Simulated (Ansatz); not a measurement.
# BSiNH4S (SMILES S[SiH]1BN1) at B2PLYP/cc-pVDZ

Aim: the vertical ionisation energy of BSiNH4S at B2PLYP/cc-pVDZ, from 2 runs. 

The calculation is run with Ansatz 0.2.0.

97 further runs of the same task are left out: 97 set aside as unsound or not needed.

### Step 1. The molecule

The species is BSiNH4S (8 atoms), meant as a singlet with charge 0. SMILES: `S[SiH]1BN1`. The shape is that of a PBE0-D4/def2-TZVP optimisation. This is one conformer, not always the lowest.

Bond lengths: S1–Si2 2.130 Å, Si2–B3 1.919 Å, Si2–N4 1.750 Å, B3–N4 1.383 Å, S1–H5 1.344 Å, Si2–H6 1.482 Å, B3–H7 1.188 Å, N4–H8 1.010 Å. Some angles: S1–Si2–B3 124.2°, S1–Si2–N4 118.5°, B3–Si2–N4 44.0°, Si2–B3–N4 61.5°, Si2–N4–B3 74.5°, S1–Si2–H6 108.2°, B3–Si2–H6 127.6°, N4–Si2–H6 114.3°, Si2–S1–H5 95.1°, Si2–B3–H7 162.4°.

### Step 2. A single-point energy at B2PLYP/cc-pVDZ

File input.yaml:

```yaml
crystal:
  periodic: [false, false, false]
  atoms:
    - {symbol: S, position_ang: [-2.198700, -0.554700, -0.360400]}
    - {symbol: Si, position_ang: [-0.326600, -0.039100, 0.515400]}
    - {symbol: B, position_ang: [1.350500, -0.825500, 0.014200]}
    - {symbol: "N", position_ang: [0.999600, 0.392100, -0.541100]}
    - {symbol: H, position_ang: [-2.816800, 0.582000, 0.001900]}
    - {symbol: H, position_ang: [-0.578800, 0.932200, 1.605800]}
    - {symbol: H, position_ang: [2.264800, -1.577600, -0.080200]}
    - {symbol: H, position_ang: [1.398200, 1.033600, -1.211500]}
basis:
  gaussian:
    orbitals: cc-pVDZ
hamiltonian:
  xc: {name: B2PLYP}
correlation:
  frozen_orbitals: {B: 1, H: 0, "N": 1, S: 5, Si: 5}
accuracy: high
output: {orbitals: {seedname: orbitals}}
```

Command:

```bash
$ ansatz run input.yaml --threads 1 --pin off --max-ram 2610MiB --events-out events.jsonl --progress --plain --runs-dir runs
```

The program printed:

```text
Warning: RAYON_NUM_THREADS=1 ignored (pool sized by the plan → 1); use --threads N
Functional definition: B2PLYP
  name "B2PLYP"
  parameter a = 0.53
  parameter c = 0.27
  exchange = (1 - a)*b88_x + a*exact_x
  correlation = (1 - c)*lyp_c + c*(mp2_os + mp2_ss)
1930 factors; integrals over basis functions are off by at most 3.9e-9 eV
mean field evaluation 1: about -20926.8242 eV, gradient 4.2e1 eV
mean field evaluation 2: about -20927.2134 eV, gradient 4.2e1 eV
mean field evaluation 4: about -20930.9962 eV, gradient 4.8e0 eV
mean field evaluation 8: about -20931.0672 eV, gradient 2.6e-1 eV
mean field evaluation 16: about -20931.0675 eV, gradient 6.7e-5 eV
mean field -20931.06747530 eV, -769.2025421303 hartree, gradient 9.4e-8 eV, S^2 0.000000; 0 other end points of the search recorded, 0 dependent functions left out
12 core orbitals not correlated: weight in the atoms' cores, before any rotation towards them, 1.000 or more for the frozen orbitals, at most 0.000 for the correlated occupied ones
reference -20931.06750128 eV, -769.2025430848 hartree; 11, 11 occupied and 61, 61 virtual orbitals, 1930 factors
second order -16.11049212 eV of doubles, -0.00000000 eV of singles
Total energy: -20935.41733415 eV, -769.3623964945 hartree
```

Wall time 14 s (1 thread of Arm Neoverse V1, shared host); peak memory 0.28 GiB.

### Step 3. The doublet cation at the same level

File job.yaml:

```yaml
crystal:
  periodic: [false, false, false]
  atoms:
    - {symbol: S, position_ang: [-2.198700, -0.554700, -0.360400]}
    - {symbol: Si, position_ang: [-0.326600, -0.039100, 0.515400]}
    - {symbol: B, position_ang: [1.350500, -0.825500, 0.014200]}
    - {symbol: N, position_ang: [0.999600, 0.392100, -0.541100]}
    - {symbol: H, position_ang: [-2.816800, 0.582000, 0.001900]}
    - {symbol: H, position_ang: [-0.578800, 0.932200, 1.605800]}
    - {symbol: H, position_ang: [2.264800, -1.577600, -0.080200]}
    - {symbol: H, position_ang: [1.398200, 1.033600, -1.211500]}
basis:
  gaussian:
    orbitals: cc-pVDZ
total_charge: 1
magnetization:
  spin_polarized: true
  initial_magnetization: 1
hamiltonian:
  xc: {name: B2PLYP}
correlation:
  frozen_orbitals: {B: 1, H: 0, "N": 1, S: 5, Si: 5}
accuracy: high
output: {orbitals: {seedname: orbitals}}
```

Command:

```bash
$ ansatz run job.yaml --threads 1 --pin off --max-ram 2610MiB --events-out events.jsonl --progress --plain --runs-dir runs
```

The program printed, shortened:

```text
Warning: RAYON_NUM_THREADS=1 ignored (pool sized by the plan → 1); use --threads N
[... 2 set-up lines as earlier in the session ...]
[...]
1930 factors; integrals over basis functions are off by at most 3.9e-9 eV
[...]
mean field -20922.19622109 eV, -768.8765295513 hartree, gradient 2.5e-8 eV, S^2 0.766860; 5 other end points of the search recorded, 0 dependent functions left out
12 core orbitals not correlated: weight in the atoms' cores, before any rotation towards them, 1.000 or more for the frozen orbitals, at most 0.000 for the correlated occupied ones
reference -20922.19624723 eV, -768.8765305119 hartree; 11, 10 occupied and 61, 62 virtual orbitals, 1930 factors
second order -15.74358254 eV of doubles, -0.00000000 eV of singles
Total energy: -20926.44701452 eV, -769.0327433283 hartree
```

Wall time 31 s (1 thread of Arm Neoverse V1, shared host); peak memory 0.4 GiB.

### Step 4. Summary of results

Level: B2PLYP/cc-pVDZ, 12 core orbitals frozen.

| quantity | value |
| --- | --- |
| singlet BSiNH4S: total energy | -769.36240 Eh |
| singlet BSiNH4S: HOMO energy (SCF part's orbitals) | -7.87 eV |
| singlet BSiNH4S: LUMO energy (SCF part's orbitals) | 1.13 eV |
| singlet BSiNH4S: HOMO–LUMO gap (SCF part's orbitals) | 9.00 eV |
| doublet cation: total energy | -769.03274 Eh |
| doublet cation: HOMO energy (SCF part's orbitals) (highest over α and β) | -13.81 eV |
| doublet cation: LUMO energy (SCF part's orbitals) (lowest over α and β) | -9.87 eV |
| doublet cation: ⟨S²⟩ | 0.767 |
| vertical ionisation energy (to the doublet cation) | 8.970 eV |

What this shows: The vertical ionisation energy comes to 8.97 eV (866 kJ/mol). The negative HOMO energy of the first species, 7.87 eV, lies 1.10 eV below that difference.
